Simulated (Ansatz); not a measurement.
# TaN: the cost of one run

All numbers are computed with Ansatz 0.2.0 through its Python package. Level of theory: DFT PBE, all-electron LAPW.

## 1. The system

It takes space group Fm-3m (No. 225, cubic). The conventional cell has a = 4.358 Å, b = 4.358 Å, c = 4.358 Å, α = 90.00°, β = 90.00°, γ = 90.00°. Ta (site symmetry m-3m) has 6 N at 2.18 Å as nearest neighbours. Around N (site symmetry m-3m) lie 6 Ta at 2.18 Å.

No structure file is read: the coordinates are typed or built in the script.

## 2. The script

Contents of eos_lapw_tan.py:

```python
# -*- coding: utf-8 -*-
"""All-electron equation of state of TaN."""

import ansatz as az
from ase.eos import EquationOfState
from ase.units import GPa
import numpy as np

VECTORS = np.array([
    [0.0, 2.179, 2.179],
    [2.179, 0.0, 2.179],
    [2.179, 2.179, 0.0],
])
SITES = [
    ("Ta", (0.5, 0.5, 0.5)),
    ("N", (0.0, 0.0, 0.0)),
]


def make_crystal(cell):
    crystal = az.Crystal(lattice=az.Lattice.of(cell))
    for symbol, position in SITES:
        crystal = crystal.atom(symbol, position)
    return crystal

volumes, energies = [], []
for scale in np.linspace(0.94, 1.06, 7):
    cell = VECTORS * scale ** (1 / 3)
    setup = (
        make_crystal(cell).calculation()
        .occupations("Gaussian", width=0.1)
        .functional("PBE")
        .kpoints(11, 11, 11)
        .pseudopotentials("all_electron", lapw=True)
    )
    report = setup.run(threads=1, pin="off").report
    volumes.append(abs(np.linalg.det(cell)) / len(SITES))
    energies.append(report["free_energy_ev"] / len(SITES))
    print(f"{scale:.3f} {volumes[-1]:9.4f} A^3/atom {energies[-1]:16.5f} eV/atom  (estimated basis error {1000 * report['lapw_basis_errors']['total_ev_per_atom']:.2f} meV/atom)")
v0, e0, bulk = EquationOfState(volumes, energies, eos="birchmurnaghan").fit()
print(f"V0 = {v0:.4f} A^3/atom, B0 = {bulk / GPa:.1f} GPa")
```

## 3. The calls as engine input

The package turns the script's settings into the engine's input (first run):

```yaml
crystal:
  lattice:
    - [0.0, 2.1345181308912085, 2.1345181308912085]
    - [2.1345181308912085, 0.0, 2.1345181308912085]
    - [2.1345181308912085, 2.1345181308912085, 0.0]
  atoms:
    - { symbol: Ta, position: [0.5, 0.5, 0.5] }
    - { symbol: "N", position: [0.0, 0.0, 0.0] }
kpoints:
  mp_grid:
    grid: [11, 11, 11]
hamiltonian:
  xc: pbe
  pseudopotentials:
    kind: all_electron
    lapw: {}
scf:
  occupations:
    method: gaussian
    width: 0.1
```

## 4. Launch

Run with:

```sh
$ python eos_lapw_tan.py
```

What time and memory should one allow on 1 thread of Arm Neoverse V1, shared host?

About 2.2 min, with a peak of 0.5 GiB.
